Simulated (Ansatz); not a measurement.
# RbOs2: the cost of one run

Computed with Ansatz 0.2.0 (DFT PBE, scalar-relativistic, plane waves, PAW, unless a step's input says otherwise).

### 1 The system as given

The structure is tetragonal, space group I4/mmm (No. 139). The conventional cell has a = 4.429 Å, b = 4.429 Å, c = 7.265 Å, α = 90.00°, β = 90.00°, γ = 90.00°. Around Rb (site symmetry 4/mmm) lie 10 Os at 2.96 to 3.20 Å. Os (site symmetry 4mm) has 1 Os at 1.35 Å as nearest neighbours.

As a file:

```xyz
3
Lattice="-2.2147 2.2147 3.6323 2.2147 -2.2147 3.6323 2.2147 2.2147 -3.6323" Properties=species:S:1:pos:R:3 pbc="T T T"
Rb    0.0000    0.0000    0.0000
Os    0.0000    0.0000    4.3080
Os    0.0000    0.0000    2.9567
```

This is candidate A: CaC2 type (I4/mmm, No. 139).

(A quick probe on a coarse mesh, which set the mesh and smearing, is not shown.)

### 3 A loose first relaxation (candidate A)

File input.yaml:

```yaml
crystal:
  lattice:
    - [-2.2147028335, 2.2147028335, 3.6323403799]
    - [2.2147028335, -2.2147028335, 3.6323403799]
    - [2.2147028335, 2.2147028335, -3.6323403799]
  atoms:
    - { symbol: Rb, position: [0.0, 0.0, 0.0] }
    - { symbol: Os, position: [0.593, 0.593, 0.0] }
    - { symbol: Os, position: [0.407, 0.407, 0.0] }
basis:
  ecutwfc: 420
kpoints:
  mp_grid: { grid: [6, 6, 6] }
hamiltonian:
  xc: pbe
scf:
  occupations: { method: gaussian, width: 0.1 }
  lower_state_search: "off"
output:
  forces: true
  stress: true
  eigenvalues: true
relax:
  adjacent_minimum: "off"
  f_tol: 0.04
  max_steps: 70
  cell: { stress_tol: 0.4 }
```

Run with:

```
$ ansatz run input.yaml --threads 1 --pin off --max-ram 2560MiB --backend cpu --events-out ev --progress --plain --runs-dir out
```

What time and memory should one allow on 1 thread of Arm Neoverse V1, shared host?

About 47 s, with a peak of 0.37 GiB.
